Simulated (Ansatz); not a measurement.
# GeH₄Se (SMILES [GeH3][SeH]): single points off equilibrium

An exercise on one series of results from a longer session: the logs are not shown, and one member is left open.

Program: Ansatz 0.2.0, Gaussian basis. Level of theory: single points in def2-TZVPP. These are calculated values, not measurements.

Cores are frozen in the correlated methods. Filled d shells of the heavier atoms are correlated. B3LYP uses VWN-RPA correlation.

## Where the work starts

SMILES `[GeH3][SeH]`, 6 atoms, charge 0, spin multiplicity 1.

Atoms are counted from 1 here; the program's logs count them from 0.

Bond lengths: Ge1–Se2 2.287 Å, Ge1–H3 1.523 Å, Ge1–H4 1.551 Å, Ge1–H5 1.519 Å, Se2–H6 1.509 Å. Angles: Se2–Ge1–H3 110.2°, Se2–Ge1–H4 107.6°, Se2–Ge1–H5 112.0°, H3–Ge1–H4 108.3°, H3–Ge1–H5 108.2°, H4–Ge1–H5 110.4°, Ge1–Se2–H6 94.8°.

As a file:

```tsv
atom	x (Å)	y (Å)	z (Å)
Ge1	-0.25910	-0.25520	-0.45340
Se2	-0.21660	0.95880	1.48380
H3	0.33740	-1.63690	-0.22210
H4	-1.74390	-0.42750	-0.86570
H5	0.52370	0.42050	-1.56640
H6	1.28920	0.99440	1.57630
```

Set-up of the first run:

Contents of run/in.yaml:

```yaml
crystal:
  periodic: [false, false, false]
  atoms:
    - {symbol: Ge, position_ang: [-0.259100, -0.255200, -0.453400]}
    - {symbol: Se, position_ang: [-0.216600, 0.958800, 1.483800]}
    - {symbol: H, position_ang: [0.337400, -1.636900, -0.222100]}
    - {symbol: H, position_ang: [-1.743900, -0.427500, -0.865700]}
    - {symbol: H, position_ang: [0.523700, 0.420500, -1.566400]}
    - {symbol: H, position_ang: [1.289200, 0.994400, 1.576300]}
basis:
  gaussian: {orbitals: def2-TZVPP}
correlation: {method: ccsd_t}
output: {forces: true}
```

Command:

```bash
ansatz run in.yaml --threads 8 --pin off --events-out ev --progress --plain --max-ram 10444MiB
```

Steps of the session up to this table: CCSD(T)/def2-TZVPP; PBE0-D4/def2-TZVPP; wB97M-V/def2-TZVPP; r2SCAN-D4/def2-TZVPP; PBE-D4/def2-TZVPP; LC-wPBE/def2-TZVPP; B3LYP-D4/def2-TZVPP.

One of the session's tables, all rows but one given; the rest of the session is left out.

```
   method  RMS force component (eV/Å)  angle to CCSD(T) forces (°)  dipole (D)
  CCSD(T)                       0.481                    reference        0.89
  PBE0-D4                       0.452                          6.4        0.91
  wB97M-V                       0.477                          1.9        0.91
r2SCAN-D4                           ?                            ?           ?
   PBE-D4                       0.454                         21.3        0.82
  LC-wPBE                       0.461                         13.8        1.01
 B3LYP-D4                       0.505                         10.8        0.85
```

**Question.** Estimate the row for r2SCAN-D4.

The run gave: RMS force component (eV/Å): 0.451; angle to CCSD(T) forces (°): 3.6; dipole (D): 0.91. In the column «RMS force component (eV/Å)» it is the lowest.

Caveats from the session: The reference is not at the basis limit: in triple zeta CCSD(T) underbinds, which counts against methods that bind more; the gaps are no ranking.
